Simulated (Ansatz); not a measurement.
# CH9NSi3: the cost of one run

The runs use Ansatz 0.2.0, Gaussian basis; functionals in def2-TZVPP, the program's frozen cores in correlated methods.

The runs, in order: PBE-D4, r2SCAN-D4, PBE0-D4, B3LYP-D4, ωB97X-V, ωB97M-V, B2PLYP; CCSD(T)/def2-TZVPP; MP2/def2-QZVPP; extrapolation to the limit.

## 1. Structure used throughout

The geometry comes from an earlier relaxation with PBE0-D4 in a triple-zeta def2 set; it is a stationary point, not always the lowest conformer.

14 atoms, charge 0, spin multiplicity 1.

Atoms are counted from 1 here; the program's logs count them from 0.

Bond lengths: N1–Si2 1.708 Å, N1–H6 1.007 Å, N1–H7 1.006 Å, Si2–Si3 2.238 Å, Si2–C4 1.898 Å, Si2–H8 1.481 Å, Si3–C4 1.908 Å, Si3–H9 1.483 Å, Si3–H10 1.484 Å, C4–Si5 1.848 Å, C4–H11 1.091 Å, Si5–H12 1.490 Å, Si5–H13 1.490 Å, Si5–H14 1.490 Å. Angles: Si2–N1–H6 121.3°, Si2–N1–H7 121.2°, H6–N1–H7 112.0°, N1–Si2–Si3 122.6°, N1–Si2–C4 122.7°, N1–Si2–H8 110.4°, Si3–Si2–C4 54.2°, Si3–Si2–H8 122.9°, C4–Si2–H8 112.6°, Si2–Si3–C4 53.8°, Si2–Si3–H9 125.5°, Si2–Si3–H10 120.2°, C4–Si3–H9 117.0°, C4–Si3–H10 114.3°, H9–Si3–H10 111.9°, Si2–C4–Si3 72.0°, Si2–C4–Si5 117.5°, Si2–C4–H11 116.9° and more.

## 2. PBE-D4 (GGA)

Contents of in.yaml:

```yaml
crystal:
  periodic: [false, false, false]
  atoms:
    - {symbol: N, position_ang: [-1.955017, 1.819978, 0.311935]}
    - {symbol: Si, position_ang: [-0.918341, 0.503757, 0.642437]}
    - {symbol: Si, position_ang: [1.291529, 0.743615, 0.900318]}
    - {symbol: C, position_ang: [0.411816, -0.086033, -0.576154]}
    - {symbol: Si, position_ang: [0.619575, -1.908997, -0.795237]}
    - {symbol: H, position_ang: [-2.808940, 1.696443, -0.207389]}
    - {symbol: H, position_ang: [-1.599496, 2.757401, 0.234986]}
    - {symbol: H, position_ang: [-1.681532, -0.616135, 1.239542]}
    - {symbol: H, position_ang: [2.159616, -0.119225, 1.738245]}
    - {symbol: H, position_ang: [1.944562, 2.036212, 0.574661]}
    - {symbol: H, position_ang: [0.497114, 0.460676, -1.517006]}
    - {symbol: H, position_ang: [0.476193, -2.579272, 0.527803]}
    - {symbol: H, position_ang: [1.962396, -2.261720, -1.336613]}
    - {symbol: H, position_ang: [-0.412474, -2.476103, -1.708828]}
basis:
  gaussian: {orbitals: def2-TZVPP}
hamiltonian: {xc: pbe, dispersion: d4}
output: {forces: true, orbitals: {seedname: orbitals}}
```

On the command line:

```
> ansatz run in.yaml --threads 4 --pin off --events-out ev --progress --plain --max-ram 10444MiB
```

**Question.** How long does this run take on 4 threads of Arm Neoverse V2, shared host, and how much memory does it need?

About 3.2 s, with a peak of 0.52 GiB.
